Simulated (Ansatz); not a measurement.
# C₂H₅BrSi, SMILES BrC1C[SiH2]1: a rigid scan of one bond length

Program: Ansatz's Python interface.

Contents of `c2h5brsi.xyz`:
```text
9

Br   -2.29900    0.33950    0.86550
C    -0.83130    0.39070   -0.30030
C     0.47120    0.70130    0.27760
Si    0.32740   -1.08160   -0.24990
H    -1.02850    0.76200   -1.31230
H     1.22660    1.25140   -0.30900
H     0.63230    0.81880    1.36540
H     1.22740   -1.32530   -1.37640
H     0.36240   -1.90310    1.02230
```

Run as a notebook:

**Cell 1**
```python
import ansatz
import matplotlib.pyplot as plt
import numpy as np

BASIS_SET = "def2-SVP"
XC = "b3lyp"
VDW = "d4"
```

**Cell 2**
```python
molecule = ansatz.Crystal.molecule_from_extxyz("c2h5brsi.xyz")
```

**Cell 3**
```python
symbols = [site.symbol for site in molecule.cartesian_sites]
start = np.array([site.position_ang for site in molecule.cartesian_sites])
axis = (start[6] - start[2]) / np.linalg.norm(start[6] - start[2])
moving = [6]
lengths, energies = [0.973, 1.017, 1.062, 1.106, 1.15, 1.194, 1.239, 1.305], []
for length in lengths:
    xyz = start.copy()
    xyz[moving] += (length - np.linalg.norm(start[6] - start[2])) * axis
    point = ansatz.Crystal.molecule()
    for symbol, xyz in zip(symbols, xyz):
        point = point.atom(symbol, xyz.tolist())
    model = point.calculation()
    model = model.basis(gaussian=BASIS_SET)
    model = model.functional(XC, dispersion=VDW)
    data = model.run(threads=1, backend="cpu").report
    energies.append(data["free_energy_ev"])
    print(f"r = {length:6.3f} A  E = {energies[-1]:.5f} eV  <S^2> = {abs(data['mean_field']['state']['spin_squared']):.3f}")

# quartic fit about the minimum
fit = np.polynomial.Polynomial.fit(lengths, np.array(energies) - min(energies), 4).convert()
roots = [r.real for r in fit.deriv().roots() if abs(r.imag) < 1e-9 and fit.deriv(2)(r.real) > 0]
r_e = min(roots, key=lambda r: abs(r - lengths[int(np.argmin(energies))]))
print(f"minimum of the fit at {r_e:.4f} A, force constant {fit.deriv(2)(r_e):.2f} eV/A^2")
plt.figure(figsize=(4.5, 3))
plt.plot(lengths, np.array(energies) - min(energies), "o-")
plt.xlabel("bond length (A)")
plt.ylabel("E - E(min) (eV)")
plt.tight_layout()
plt.savefig("scan.png", dpi=100)
```
Output:
```text
r =  0.973 A  E = -80066.49454 eV  <S^2> = 0.000
r =  1.017 A  E = -80066.69631 eV  <S^2> = 0.000
r =  1.062 A  E = -80066.79548 eV  <S^2> = 0.000
r =  1.106 A  E = -80066.81073 eV  <S^2> = 0.000
r =  1.150 A  E = -80066.76337 eV  <S^2> = 0.000
r =  1.194 A  E = -80066.66783 eV  <S^2> = 0.000
r =  1.239 A  E = -80066.53236 eV  <S^2> = 0.000
r =  1.305 A  E = -80066.28504 eV  <S^2> = 0.000
minimum of the fit at 1.0932 A, force constant 34.95 eV/A^2
```

Caveats:
- The settings weren't tested for convergence.
- The rest of the molecule is held rigid at a force-field or estimated start geometry, and the basis set is modest; single-reference methods fail as a bond breaks.
- b3lyp holds the VWN-RPA fit, as in Gaussian; the form of ORCA and Turbomole is b3lyp5.
- The orbitals are restricted, so S² is zero by construction.
- Finished in 25 s on 1 thread of Arm Neoverse V2 (shared host), peak memory 0.32 GiB.

(Lines on the test bed's own set-up are left out of the output.)
